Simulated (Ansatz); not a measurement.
# Gd (hcp type): the cost of one run

Method: DFT PBE, with the methods named in each step, in Ansatz 0.2.0.

1 further run of the same task is left out (it didn't finish).

## (1) Starting point

Symmetry: P6_3/mmc, No. 194, hexagonal system. The conventional cell has a = 3.607 Å, b = 3.607 Å, c = 5.843 Å, α = 90.00°, β = 90.00°, γ = 120.00°. Gd (site symmetry -6m2) has 12 Gd at 3.59 to 3.61 Å as nearest neighbours.

As a file:

```cif
data_structure
_symmetry_space_group_name_H-M 'P6_3/mmc'
_symmetry_Int_Tables_number 194
_cell_length_a 3.6069
_cell_length_b 3.6069
_cell_length_c 5.8431
_cell_angle_alpha 90.000
_cell_angle_beta 90.000
_cell_angle_gamma 120.000
_cell_volume 65.83
loop_
_atom_site_label
_atom_site_type_symbol
_atom_site_symmetry_multiplicity
_atom_site_Wyckoff_symbol
_atom_site_fract_x
_atom_site_fract_y
_atom_site_fract_z
_atom_site_occupancy
Gd1 Gd 2 c 0.33333 0.66667 0.25000 1
```

The file gives the conventional cell by its symmetry; the runs use the cell typed in the input.

Whether this phase is the stable one at these pressures isn't tested.

Atoms are numbered in the order of the input: Gd1, Gd2.

## (2) Cell relaxed at zero pressure, PAW

File input.yaml:

```yaml
crystal:
  lattice:
    - [3.6068698179, 0.0, 0.0]
    - [-1.803434909, 3.1236408905, 0.0]
    - [0.0, 0.0, 5.843129105]
  atoms:
    - { symbol: Gd, position: [0.3333333333, 0.6666666667, 0.25], spin: 7.0 }
    - { symbol: Gd, position: [0.6666666667, 0.3333333333, 0.75], spin: 7.0 }
magnetization:
  spin_polarized: true
kpoints:
  mp_grid: { grid: [12, 12, 7] }
scf:
  occupations: { method: fermi_dirac, width: 0.05 }
hamiltonian:
  xc: pbe
  pseudopotentials: { kind: paw }
output:
  forces: true
  stress: true
relax:
  f_tol: 0.005
  max_steps: 40
  cell: {}
```

Run with:

```
ansatz run input.yaml --threads 1 --pin off --max-ram 3072MiB --backend cpu --events-out ev --progress --plain --runs-dir out
```

Q: Estimate wall time and peak memory on 1 thread of Arm Neoverse V2, shared host.

About 58 s, with a peak of 0.49 GiB.
